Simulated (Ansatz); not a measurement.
# TiSb: the cost of one run

Computed with Ansatz 0.2.0 (DFT LDA, scalar-relativistic, unless a step's input says otherwise).

**1. The system as given**

It takes space group P6_3/mmc (No. 194, hexagonal). The conventional cell has a = 4.103 Å, b = 4.103 Å, c = 6.284 Å, α = 90.00°, β = 90.00°, γ = 120.00°. Around Ti (site symmetry -3m) lie 6 Sb at 2.84 Å and 2 Ti at 3.14 Å. Sb (site symmetry -6m2) has 6 Ti at 2.84 Å in its first shell of neighbours.

As a file:

```
Ti Sb
1.0
     4.10330    0.00000    0.00000
    -2.05165    3.55356    0.00000
     0.00000    0.00000    6.28360
Ti Sb
2 2
Direct
  0.00000 0.00000 0.00000
  0.00000 0.00000 0.50000
  0.33333 0.66667 0.25000
  0.66667 0.33333 0.75000
```

Atoms are numbered in the order of the input: Ti1, Ti2, Sb3, Sb4.

**2. Volume × 0.96, LAPW**

The input, input.yaml:

```yaml
crystal:
  lattice:
    - [4.0478423307, 0.0, 0.0]
    - [-2.0239211654, 3.5055342889, 0.0]
    - [0.0, 0.0, 6.1986760761]
  atoms:
    - { symbol: Ti, position: [0.0, 0.0, 0.0] }
    - { symbol: Ti, position: [0.0, 0.0, 0.5] }
    - { symbol: Sb, position: [0.3333333333, 0.6666666667, 0.25] }
    - { symbol: Sb, position: [0.6666666667, 0.3333333333, 0.75] }
kpoints:
  mp_grid: { grid: [12, 12, 7] }
  band_path:
    path:
      - [0.0, 0.0, 0.0]
      - [0.5, 0.0, 0.0]
      - [0.3333333333, 0.3333333333, 0.0]
      - [0.0, 0.0, 0.0]
      - [0.0, 0.0, 0.5]
      - [0.5, 0.0, 0.5]
      - [0.3333333333, 0.3333333333, 0.5]
      - [0.0, 0.0, 0.5]
      - [0.5, 0.0, 0.5]
    npoints: 5
scf:
  occupations: { method: fermi_dirac, width: 0.03 }
hamiltonian:
  xc: lda
  pseudopotentials: { kind: all_electron, lapw: { basis_error: 0.001 } }
output:
  forces: true
  stress: true
  eigenvalues: true
```

On the command line:

```console
$ ansatz run input.yaml --threads 1 --pin off --max-ram 4096MiB --backend cpu --events-out ev --progress --plain --runs-dir out
```

Q: Estimate wall time and peak memory on 1 thread of AMD EPYC 7R32 (Zen 2), shared host.

About 65 s, with a peak of 0.73 GiB.
